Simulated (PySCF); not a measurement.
# [F2Fe(mu-OH)2FeF2]: magnetic exchange, part 1 of 2

What do calculations give for the magnetic exchange of [F2Fe(mu-OH)2FeF2]?

Computed with PySCF 2.14.0 and routines of our own; the level stands in each step. Atoms count from 0.

## 1. The system as given

10 atoms, charge 0, high-spin multiplicity 11; geometry from: idealised, bond lengths from ionic radii.

The system (edge-sharing dimer): [F2Fe(mu-OH)2FeF2]. The metals (Fe(III), Fe(III)) are 2.81 Å apart; the bridge angle is 100°; the spin sites are atom 0 (5 unpaired) and atom 1 (5 unpaired).

## 2. Magnetic exchange: B3LYP/def2-SVP H:def2-SV(P) in water

Job settings and geometry (Å):

```
{"job": {"kind": "bs", "xc": "B3LYP", "basis": {"default": "def2-SVP", "H": "def2-SV(P)"}, "grid": 1, "solvent": "water"}, "charge": 0, "high_spin_multiplicity": 11, "spin_sites": [[[0], 5], [[1], 5]]}
Fe    -1.402800     0.000000    -0.000000
Fe     1.402800     0.000000    -0.000000
O      0.000000     1.183300    -0.000000
H      0.000000     2.153300    -0.000000
O      0.000000    -1.183300     0.000000
H      0.000000    -2.153300     0.000000
F     -2.405400     0.000000     1.494900
F     -2.405400    -0.000000    -1.494900
F      2.405400    -0.000000    -1.494900
F      2.405400     0.000000     1.494900
```

With the program's defaults for keys left out, this is: B3LYP/def2-SVP H:def2-SV(P) high-spin and broken-symmetry single points, IEF-PCM water.

On the command line:

```console
> OMP_NUM_THREADS=1 python exch_run.py task.json out
```

This one command runs all jobs of the session in turn.

The log of the run:

```text
high-spin state, multiplicity 11
final grid: 51408 points
cycle   1  E = -3057.3038940189  dE =  1.800e+01  |g| = 4.527e+00  |ddm| = 1.681e+01
cycle   2  E = -3011.7625953187  dE =  4.554e+01  |g| = 9.290e+00  |ddm| = 1.758e+01
cycle   3  E = -3055.2835060748  dE = -4.352e+01  |g| = 5.936e+00  |ddm| = 1.197e+01
cycle   4  E = -3060.1906168768  dE = -4.907e+00  |g| = 5.776e+00  |ddm| = 3.504e+00
cycle   5  E = -3064.7304625200  dE = -4.540e+00  |g| = 5.269e+00  |ddm| = 2.461e+00
cycle   6  E = -3061.3522016133  dE =  3.378e+00  |g| = 5.707e+00  |ddm| = 2.246e+00
cycle   7  E = -3062.9656996419  dE = -1.613e+00  |g| = 5.470e+00  |ddm| = 9.570e-01
cycle   8  E = -3063.0562808171  dE = -9.058e-02  |g| = 5.452e+00  |ddm| = 9.085e-02
cycle   9  E = -3063.0788762527  dE = -2.260e-02  |g| = 5.447e+00  |ddm| = 3.110e-02
cycle  10  E = -2996.1913641456  dE =  6.689e+01  |g| = 1.354e+01  |ddm| = 1.903e+01
cycle  11  E = -3055.2902225393  dE = -5.910e+01  |g| = 4.828e+00  |ddm| = 1.502e+01
cycle  12  E = -3063.3675904512  dE = -8.077e+00  |g| = 5.433e+00  |ddm| = 1.701e+01
cycle  13  E = -3062.2765490799  dE =  1.091e+00  |g| = 5.517e+00  |ddm| = 4.826e-01
cycle  14  E = -3060.2621152188  dE =  2.014e+00  |g| = 5.692e+00  |ddm| = 1.909e+00
cycle  15  E = -3061.5881653213  dE = -1.326e+00  |g| = 5.565e+00  |ddm| = 4.882e-01
cycle  16  E = -3061.8864339525  dE = -2.983e-01  |g| = 5.550e+00  |ddm| = 3.205e-01
cycle  17  E = -3061.8227938189  dE =  6.364e-02  |g| = 5.548e+00  |ddm| = 5.785e-01
cycle  18  E = -3062.0028327548  dE = -1.800e-01  |g| = 5.546e+00  |ddm| = 3.687e-01
cycle  19  E = -3062.0139767634  dE = -1.114e-02  |g| = 5.549e+00  |ddm| = 1.690e-01
cycle  20  E = -3017.4011112469  dE =  4.461e+01  |g| = 1.226e+01  |ddm| = 1.821e+01
cycle  21  E = -3056.3129693710  dE = -3.891e+01  |g| = 4.717e+00  |ddm| = 1.337e+01
cycle  22  E = -3060.3034755195  dE = -3.991e+00  |g| = 5.708e+00  |ddm| = 1.648e+01
cycle  23  E = -3062.4521553748  dE = -2.149e+00  |g| = 5.464e+00  |ddm| = 1.394e+00
cycle  24  E = -3062.3159592373  dE =  1.362e-01  |g| = 5.474e+00  |ddm| = 4.044e-01
cycle  25  E = -3062.9656687734  dE = -6.497e-01  |g| = 5.391e+00  |ddm| = 3.021e-01
cycle  26  E = -3062.5679342919  dE =  3.977e-01  |g| = 5.432e+00  |ddm| = 3.866e-01
cycle  27  E = -3062.7696376750  dE = -2.017e-01  |g| = 5.396e+00  |ddm| = 1.309e-01
cycle  28  E = -3061.9073064846  dE =  8.623e-01  |g| = 5.511e+00  |ddm| = 6.670e-01
cycle  29  E = -3061.7599101989  dE =  1.474e-01  |g| = 5.527e+00  |ddm| = 1.687e-01
cycle  30  E = -2981.9821470434  dE =  7.978e+01  |g| = 1.481e+01  |ddm| = 2.176e+01
cycle  31  E = -3053.9136373549  dE = -7.193e+01  |g| = 5.025e+00  |ddm| = 1.529e+01
cycle  32  E = -3062.4800003399  dE = -8.566e+00  |g| = 5.441e+00  |ddm| = 1.720e+01
cycle  33  E = -3064.1382514110  dE = -1.658e+00  |g| = 5.308e+00  |ddm| = 6.826e-01
cycle  34  E = -3061.8218134426  dE =  2.316e+00  |g| = 5.553e+00  |ddm| = 8.227e-01
cycle  35  E = -3061.9022476246  dE = -8.043e-02  |g| = 5.572e+00  |ddm| = 2.462e-01
SCF not converged, last energy = -3061.9022476246
restart with level shift 0.3
final grid: 51408 points
cycle   1  E = -3064.3244425760  dE =  1.098e+01  |g| = 4.794e+00  |ddm| = 9.829e+00
cycle   2  E = -3037.7795545260  dE =  2.654e+01  |g| = 7.906e+00  |ddm| = 1.158e+01
cycle   3  E = -3063.4907283473  dE = -2.571e+01  |g| = 5.526e+00  |ddm| = 5.297e+00
cycle   4  E = -3070.7678273385  dE = -7.277e+00  |g| = 4.085e+00  |ddm| = 1.618e+00
cycle   5  E = -3072.7586614850  dE = -1.991e+00  |g| = 3.567e+00  |ddm| = 8.594e-01
cycle   6  E = -3075.6227623288  dE = -2.864e+00  |g| = 2.196e+00  |ddm| = 7.824e-01
cycle   7  E = -3077.3266449507  dE = -1.704e+00  |g| = 6.438e-01  |ddm| = 1.003e+00
cycle   8  E = -3077.5561323258  dE = -2.295e-01  |g| = 2.462e-01  |ddm| = 4.763e-01
cycle   9  E = -3077.6171595555  dE = -6.103e-02  |g| = 1.660e-01  |ddm| = 3.142e-01
cycle  10  E = -3077.6607924640  dE = -4.363e-02  |g| = 2.443e-01  |ddm| = 3.387e-01
...
cycle  58  E = -3077.9645505248  dE = -8.312e-05  |g| = 5.177e-03  |ddm| = 1.028e-02
cycle  59  E = -3077.9645799049  dE = -2.938e-05  |g| = 3.106e-03  |ddm| = 6.300e-03
cycle  60  E = -3077.9645912106  dE = -1.131e-05  |g| = 1.840e-03  |ddm| = 4.083e-03
cycle  61  E = -3077.9645953462  dE = -4.136e-06  |g| = 1.046e-03  |ddm| = 2.507e-03
cycle  62  E = -3077.9645968200  dE = -1.474e-06  |g| = 5.839e-04  |ddm| = 1.524e-03
cycle  63  E = -3077.9645973351  dE = -5.151e-07  |g| = 3.004e-04  |ddm| = 9.148e-04
cycle  64  E = -3077.9645975052  dE = -1.701e-07  |g| = 1.587e-04  |ddm| = 5.233e-04
cycle  65  E = -3077.9645975627  dE = -5.757e-08  |g| = 9.923e-05  |ddm| = 2.993e-04
cycle  66  E = -3077.9645975854  dE = -2.272e-08  |g| = 6.718e-05  |ddm| = 1.916e-04
cycle  67  E = -3077.9645975947  dE = -9.210e-09  |g| = 4.017e-05  |ddm| = 1.227e-04
level shift removed, Fock matrix diagonalised once more
converged SCF energy = -3077.9645975947

broken-symmetry state, M_S = 0, start: spins of the second site flipped
final grid: 51408 points
cycle   1  E = -3077.9669175390  dE = -1.300e-02  |g| = 1.595e-02  |ddm| = 2.279e-01
cycle   2  E = -3077.9671441924  dE = -2.267e-04  |g| = 1.520e-02  |ddm| = 3.571e-02
cycle   3  E = -3077.9672010806  dE = -5.689e-05  |g| = 9.965e-03  |ddm| = 1.665e-02
cycle   4  E = -3077.9672290705  dE = -2.799e-05  |g| = 6.573e-03  |ddm| = 1.025e-02
cycle   5  E = -3077.9672434918  dE = -1.442e-05  |g| = 1.535e-03  |ddm| = 4.557e-03
cycle   6  E = -3077.9672443573  dE = -8.654e-07  |g| = 5.335e-04  |ddm| = 1.376e-03
cycle   7  E = -3077.9672444854  dE = -1.281e-07  |g| = 5.272e-05  |ddm| = 5.150e-04
cycle   8  E = -3077.9672444866  dE = -1.191e-09  |g| = 9.460e-06  |ddm| = 5.483e-05
converged SCF energy = -3077.9672444866

<S^2> high spin = 30.0114, broken symmetry = 4.9472
E(HS) - E(BS) = 580.93 cm-1
J_noodleman = -23.24 cm-1
J_unprojected = -19.36 cm-1
J_yamaguchi = -23.18 cm-1
```

Wall time 2.5 min (1 thread of Arm Neoverse N1, shared host); peak memory 0.59 GiB.

From this job:

| quantity | value |
| --- | --- |
| J (Yamaguchi) | -23 cm⁻¹ |
| low less high spin, projected | -2.0 kcal/mol |

Mulliken spin populations of the high-spin state:

| atom | value (e) |
| --- | --- |
| Fe0 | 4.20 |
| Fe1 | 4.20 |
| O2 | 0.28 |
| H3 | 0.01 |
| O4 | 0.28 |
| H5 | 0.01 |
| F6 | 0.25 |
| F7 | 0.25 |
| F8 | 0.25 |
| F9 | 0.25 |

## 3. Magnetic exchange: CASSCF and SC-NEVPT2/def2-SVP H:def2-SV(P) (10,10) in water

The job, as its differences from that of step 2:

```diff
@@ -1,2 +1,2 @@
-{"job": {"kind": "bs", "xc": "B3LYP", "basis": {"default": "def2-SVP", "H": "def2-SV(P)"}, "grid": 1, "solvent": "water"}, "charge": 0, "high_spin_multiplicity": 11, "spin_sites": [[[0], 5], [[1], 5]]}
+{"job": {"kind": "cas", "xc": "B3LYP", "basis": {"default": "def2-SVP", "H": "def2-SV(P)"}, "grid": 1, "active": "magnetic", "zfs": false, "npt": 2, "solvent": "water"}, "charge": 0, "high_spin_multiplicity": 11, "spin_sites": [[[0], 5], [[1], 5]]}
 Fe    -1.402800     0.000000    -0.000000
```

Level: CASSCF and SC-NEVPT2/def2-SVP H:def2-SV(P) spin states, IEF-PCM water.

The log of the run:

```text
start orbitals: natural orbitals of the high-spin B3LYP determinant (converged)
active space: 10 electrons in 10 orbitals, 48 closed; orbitals optimised for multiplicities 11 9 7
macro   0  E = -3072.8103292526  dE =  0.000e+00  |g| = 1.112e+00
macro   1  E = -3072.9808230111  dE = -1.705e-01  |g| = 6.441e-01
macro   2  E = -3073.0219107994  dE = -4.109e-02  |g| = 4.381e-01
macro   3  E = -3073.0293403129  dE = -7.430e-03  |g| = 8.427e-02
macro   4  E = -3073.0298359402  dE = -4.956e-04  |g| = 2.831e-02
macro   5  E = -3073.0298919850  dE = -5.604e-05  |g| = 5.492e-03
macro   6  E = -3073.0298957903  dE = -3.805e-06  |g| = 1.484e-03
macro   7  E = -3073.0298962577  dE = -4.674e-07  |g| = 8.191e-04
macro   8  E = -3073.0298963070  dE = -4.933e-08  |g| = 3.267e-04
macro   9  E = -3073.0298963159  dE = -8.833e-09  |g| = 7.623e-05
CASSCF converged, mean energy = -3073.0298963159
2S+1 = 11  root 0  E(CAS) = -3073.02990674  E(NEVPT2) = -3074.64114562  occupations 1.000 1.000 1.000 1.000 1.000 1.000 1.000 1.000 1.000 1.000
2S+1 = 9  root 0  E(CAS) = -3073.02989573  E(NEVPT2) = -3074.64136438  occupations 1.017 1.011 1.009 1.006 1.004 0.996 0.994 0.991 0.989 0.983
2S+1 = 7  root 0  E(CAS) = -3073.02988648  occupations 1.031 1.020 1.016 1.012 1.007 0.993 0.988 0.984 0.980 0.969
2S+1 = 5  root 0  E(CAS) = -3073.02987929  occupations 1.041 1.027 1.022 1.016 1.009 0.991 0.984 0.978 0.973 0.959
2S+1 = 3  root 0  E(CAS) = -3073.02987437  occupations 1.048 1.031 1.026 1.018 1.010 0.990 0.982 0.974 0.969 0.952
2S+1 = 1  root 0  E(CAS) = -3072.99027859  occupations 1.014 1.014 1.011 1.009 1.005 1.002 1.000 0.985 0.981 0.980
```

It took 56 s on 1 thread of Arm Neoverse N1, shared host; peak memory 0.59 GiB.

Warnings kept with the result: a CI root did not converge.

The solvent's field is frozen at that of the high-spin determinant; only differences between these total energies have meaning.

J and the spin gap of this run are not to be taken as properties: the CI did not converge.

## 4. Magnetic exchange: LC-wPBE/def2-SVP H:def2-SV(P) in water

Job settings and geometry (Å):

```
{"job": {"kind": "bs", "xc": "LC-wPBE", "basis": {"default": "def2-SVP", "H": "def2-SV(P)"}, "grid": 1, "solvent": "water"}, "charge": 0, "high_spin_multiplicity": 11, "spin_sites": [[[0], 5], [[1], 5]]}
Fe    -1.402800     0.000000    -0.000000
Fe     1.402800     0.000000    -0.000000
O      0.000000     1.183300    -0.000000
H      0.000000     2.153300    -0.000000
O      0.000000    -1.183300     0.000000
H      0.000000    -2.153300     0.000000
F     -2.405400     0.000000     1.494900
F     -2.405400    -0.000000    -1.494900
F      2.405400    -0.000000    -1.494900
F      2.405400     0.000000     1.494900
```

Method: LC-wPBE/def2-SVP H:def2-SV(P) high-spin and broken-symmetry single points, IEF-PCM water.

The log of the run:

```text
high-spin state, multiplicity 11
final grid: 51408 points
cycle   1  E = -3077.2009713543  dE = -4.274e-03  |g| = 4.823e-02  |ddm| = 1.147e-01
cycle   2  E = -3077.2008436400  dE =  1.277e-04  |g| = 5.326e-02  |ddm| = 6.686e-02
cycle   3  E = -3077.2018919116  dE = -1.048e-03  |g| = 1.476e-02  |ddm| = 4.044e-02
cycle   4  E = -3077.2019643221  dE = -7.241e-05  |g| = 4.233e-03  |ddm| = 8.371e-03
cycle   5  E = -3077.2019803820  dE = -1.606e-05  |g| = 8.894e-04  |ddm| = 6.639e-03
cycle   6  E = -3077.2019819940  dE = -1.612e-06  |g| = 6.084e-04  |ddm| = 2.153e-03
cycle   7  E = -3077.2019823842  dE = -3.902e-07  |g| = 1.908e-04  |ddm| = 1.008e-03
cycle   8  E = -3077.2019824453  dE = -6.108e-08  |g| = 7.945e-05  |ddm| = 3.482e-04
cycle   9  E = -3077.2019824658  dE = -2.052e-08  |g| = 2.015e-05  |ddm| = 2.870e-04
cycle  10  E = -3077.2019824674  dE = -1.511e-09  |g| = 8.130e-06  |ddm| = 7.263e-05
converged SCF energy = -3077.2019824674

broken-symmetry state, M_S = 0, start: spins of the second site flipped
final grid: 51408 points
cycle   1  E = -3077.2027680133  dE = -8.190e-03  |g| = 2.247e-02  |ddm| = 1.375e-01
cycle   2  E = -3077.2036543319  dE = -8.863e-04  |g| = 9.283e-03  |ddm| = 4.514e-02
cycle   3  E = -3077.2037740110  dE = -1.197e-04  |g| = 9.903e-03  |ddm| = 2.267e-02
cycle   4  E = -3077.2038188790  dE = -4.487e-05  |g| = 1.896e-03  |ddm| = 8.560e-03
cycle   5  E = -3077.2038227925  dE = -3.914e-06  |g| = 8.513e-04  |ddm| = 2.939e-03
cycle   6  E = -3077.2038240208  dE = -1.228e-06  |g| = 3.226e-04  |ddm| = 1.928e-03
cycle   7  E = -3077.2038241324  dE = -1.116e-07  |g| = 1.655e-04  |ddm| = 5.413e-04
cycle   8  E = -3077.2038241953  dE = -6.288e-08  |g| = 2.971e-05  |ddm| = 3.747e-04
cycle   9  E = -3077.2038241971  dE = -1.845e-09  |g| = 1.209e-05  |ddm| = 7.289e-05
converged SCF energy = -3077.2038241971

<S^2> high spin = 30.0066, broken symmetry = 4.9685
E(HS) - E(BS) = 404.21 cm-1
J_noodleman = -16.17 cm-1
J_unprojected = -13.47 cm-1
J_yamaguchi = -16.14 cm-1
```

Wall time 30 s (1 thread of Arm Neoverse N1, shared host); peak memory 0.77 GiB.

In short:

| quantity | value |
| --- | --- |
| J (Yamaguchi) | -16 cm⁻¹ |
| low less high spin, projected | -1.4 kcal/mol |

(Continued in part 2 of 2.)
